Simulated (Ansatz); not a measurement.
# CH7AlOS: the cost of one run

Method: RKS PBE/def2-SVP, in Ansatz 0.2.0.

## Step 1: The structure to begin with

Bond lengths: Al1–S2 2.638 Å, Al1–C3 1.976 Å, Al1–O4 1.639 Å, S2–H7 1.327 Å, C3–H8 1.092 Å, C3–H9 1.092 Å, C3–H10 1.092 Å, O4–H11 0.946 Å. Angles: Al1–S2–H7 89.8°, S2–Al1–C3 113.1°, S2–Al1–O4 104.6°, C3–Al1–O4 136.3°, Al1–C3–H8 110.5°, Al1–C3–H9 110.4°, Al1–C3–H10 113.5°, H8–C3–H9 107.0°, H8–C3–H10 107.9°, H9–C3–H10 107.4°, Al1–O4–H11 176.8°.

Structure file:

```xyz
11

Al    0.0176   -0.2780    0.2282
S     1.5057    1.8559   -0.2102
C    -1.8881    0.0001   -0.2147
O     0.8621   -1.1518    1.3273
H     1.3904    0.3348   -1.1605
H     1.0862   -0.5536   -1.4446
H     2.4827    1.3170    0.5088
H    -2.0444    1.0029   -0.6164
H    -2.2068   -0.7053   -0.9852
H    -2.5560   -0.1267    0.6401
H     1.3507   -1.6954    1.9274
```

## Step 2: Pulling towards end A

Springs on the bonds that form and break draw the guess towards this end; the thresholds are loose.

input.yaml reads:

```yaml
crystal:
  periodic: [false, false, false]
  atoms:
    - { symbol: Al, position_ang: [0.0176, -0.278, 0.2282] }
    - { symbol: S, position_ang: [1.5057, 1.8559, -0.2102] }
    - { symbol: C, position_ang: [-1.8881, 0.0001, -0.2147] }
    - { symbol: O, position_ang: [0.8621, -1.1518, 1.3273] }
    - { symbol: H, position_ang: [1.3904, 0.3348, -1.1605] }
    - { symbol: H, position_ang: [1.0862, -0.5536, -1.4446] }
    - { symbol: H, position_ang: [2.4827, 1.317, 0.5088] }
    - { symbol: H, position_ang: [-2.0444, 1.0029, -0.6164] }
    - { symbol: H, position_ang: [-2.2068, -0.7053, -0.9852] }
    - { symbol: H, position_ang: [-2.556, -0.1267, 0.6401] }
    - { symbol: H, position_ang: [1.3507, -1.6954, 1.9274] }
basis:
  gaussian: { orbitals: def2-SVP }
hamiltonian:
  xc: pbe
relax:
  f_tol: 0.15
  max_steps: 25
  restrain:
    - { distance: [0, 5], at: 2.82, k: 30.0 }
    - { distance: [4, 1], at: 2.66, k: 30.0 }
    - { distance: [0, 1], at: 2.26, k: 30.0 }
    - { distance: [4, 5], at: 0.62, k: 30.0 }
```

The run is started by

```bash
$ ansatz run input.yaml --threads 2 --pin off --max-ram 3072MiB --backend cpu --events-out ev --progress --plain --runs-dir out
```

Q: Estimate wall time and peak memory on 2 threads of AMD EPYC 9R14 (Zen 4), shared host.

About 12 s, with a peak of 0.17 GiB.
